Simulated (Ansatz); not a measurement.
# RbYb4Al: the cost of one run

Program: Ansatz 0.2.0. Level of theory: DFT PBE, scalar-relativistic, plane waves, PAW. These are calculated values, not measurements.

## Step 1: The starting structure

The structure is cubic, space group F-43m (No. 216). Conventional cell: a = 8.169 Å, b = 8.169 Å, c = 8.169 Å, α = 90.00°, β = 90.00°, γ = 90.00°. Around Rb (site symmetry -43m) lie 12 Yb at 3.39 Å and 4 Al at 3.54 Å. Yb (site symmetry 3m) has 6 Yb at 2.88 to 2.90 Å and 3 Rb at 3.39 Å and 3 Al at 3.39 Å in its first shell of neighbours. Al (site symmetry -43m) is surrounded by 12 Yb at 3.39 Å and 4 Rb at 3.54 Å.

Coordinates:

```cif
data_structure
_symmetry_space_group_name_H-M 'F-43m'
_symmetry_Int_Tables_number 216
_cell_length_a 8.1686
_cell_length_b 8.1686
_cell_length_c 8.1686
_cell_angle_alpha 90.000
_cell_angle_beta 90.000
_cell_angle_gamma 90.000
_cell_volume 545.07
loop_
_atom_site_label
_atom_site_type_symbol
_atom_site_symmetry_multiplicity
_atom_site_Wyckoff_symbol
_atom_site_fract_x
_atom_site_fract_y
_atom_site_fract_z
_atom_site_occupancy
Rb1 Rb 4 c 0.25000 0.25000 0.25000 1
Yb1 Yb 16 e 0.87540 0.37540 0.12460 1
Al1 Al 4 a 0.00000 0.00000 0.00000 1
```

Recipe of the guess: species swapped into a database cell of CeSmFe4 (F-43m, No. 216), with Rb on the Ce sites, Al on the Sm sites and Yb on the Fe sites. Lengths come from tabulated atomic sizes and are only a guess.

## Step 2: Probe: one point on a coarse mesh

The input, input.yaml:

```yaml
crystal:
  lattice:
    - [0.0, 4.08431952, 4.08431952]
    - [4.08431952, 0.0, 4.08431952]
    - [4.08431952, 4.08431952, 0.0]
  atoms:
    - { symbol: Rb, position: [0.75, 0.75, 0.75] }
    - { symbol: Yb, position: [0.87381402, 0.37539533, 0.37539533] }
    - { symbol: Yb, position: [0.37539533, 0.37539533, 0.37539533] }
    - { symbol: Yb, position: [0.37539533, 0.87381402, 0.37539533] }
    - { symbol: Yb, position: [0.37539533, 0.37539533, 0.87381402] }
    - { symbol: Al, position: [0.0, 0.0, 0.0] }
basis:
  ecutwfc: 420
kpoints:
  mp_grid: { grid: [4, 4, 4] }
hamiltonian:
  xc: pbe
scf:
  occupations: { method: gaussian, width: 0.1 }
  lower_state_search: "off"
output:
  forces: true
  stress: true
  eigenvalues: true
```

The run is started by

```bash
ansatz run input.yaml --threads 1 --pin off --max-ram 2560MiB --backend cpu --events-out ev --progress --plain --runs-dir out
```

What time and memory should one allow on 1 thread of Arm Neoverse N1, shared host?

About 16 s, with a peak of 0.38 GiB.
